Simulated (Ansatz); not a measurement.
# BiOs (rocksalt): other levels of theory at one geometry

How much do the gap and the pressure of BiOs (rocksalt) depend on the functional and spin–orbit coupling? This structure was made by substitution into a known type, so it needn't be the compound's stable form.

Computed with Ansatz 0.2.0 (DFT at several levels, plane waves, PAW, unless a step's input says otherwise).

**1. The starting structure**

Symmetry: Fm-3m, No. 225, cubic system. Conventional cell: a = 5.592 Å, b = 5.592 Å, c = 5.592 Å, α = 90.00°, β = 90.00°, γ = 90.00°. Os (site symmetry m-3m) has 6 Bi at 2.80 Å in its first shell of neighbours. Bi (site symmetry m-3m) has 6 Os at 2.80 Å in its first shell of neighbours.

Coordinates:

```
CELL_PARAMETERS angstrom
0.00000 2.79585 2.79585
2.79585 0.00000 2.79585
2.79585 2.79585 0.00000
ATOMIC_POSITIONS crystal
Os 0.50000 0.50000 0.50000
Bi 0.00000 0.00000 0.00000
```

This cell comes from an earlier session at PBE: 21.854 Å³/atom at 0.00 GPa, on a 10×10×10 mesh, no gap.

Levels to run: PBE+SOC; r²SCAN; PBEsol; LDA. Hardware: 2 threads of Arm Neoverse V2, shared host.

**2. PBE+SOC**

File input.yaml:

```yaml
crystal:
  lattice:
    - [0.0, 2.7958475025, 2.7958475025]
    - [2.7958475025, 0.0, 2.7958475025]
    - [2.7958475025, 2.7958475025, 0.0]
  atoms:
    - { symbol: Os, position: [0.5, 0.5, 0.5] }
    - { symbol: Bi, position: [0.0, 0.0, 0.0] }
basis:
  ecutwfc: 420
  ecutrho_ratio: 4
kpoints:
  mp_grid: { grid: [10, 10, 10] }
hamiltonian:
  xc: pbe
scf:
  occupations: { method: gaussian, width: 0.05 }
output:
  forces: true
  stress: true
  eigenvalues: true
  populations: true
  dos: { projected: true, de: 0.02 }
  write_density: true
  write_potential: true
  elf: true
  volumetric_format: npy
magnetization:
  noncollinear: true
  spin_orbit: true
```

Launch:

```bash
> ansatz run input.yaml --threads 2 --pin off --max-ram 2662MiB --backend cpu --events-out ev --progress --plain --runs-dir out
```

The runs that follow: r²SCAN; PBEsol; LDA.

Before running it: what results should come out? Wanted: for each run, pressure.

As calculated:

| level | mesh | gap on the mesh (eV) | pressure (GPa) | time |
| --- | --- | --- | --- | --- |
| PBE | 10×10×10 | metal | 0.0 | 10 s* |
| LDA | 10×10×10 | metal | -8.2 | 1.3 s |
| PBEsol | 10×10×10 | metal | -5.5 | 1.4 s |
| PBE+SOC | 10×10×10 | metal | 1.7 | 9.8 s* |
| r²SCAN | 10×10×10 | metal | -3.4 | 3.1 s |

Times are on 2 threads of Arm Neoverse V2, shared host. * Includes bands or densities of states.

The pressure runs from -8.2 GPa (LDA) to 1.7 GPa (PBE+SOC); a negative pressure means that level wants a smaller cell, a positive one a larger cell. Every level gives a metal. Total energies of different levels have different zeros and can't be compared.
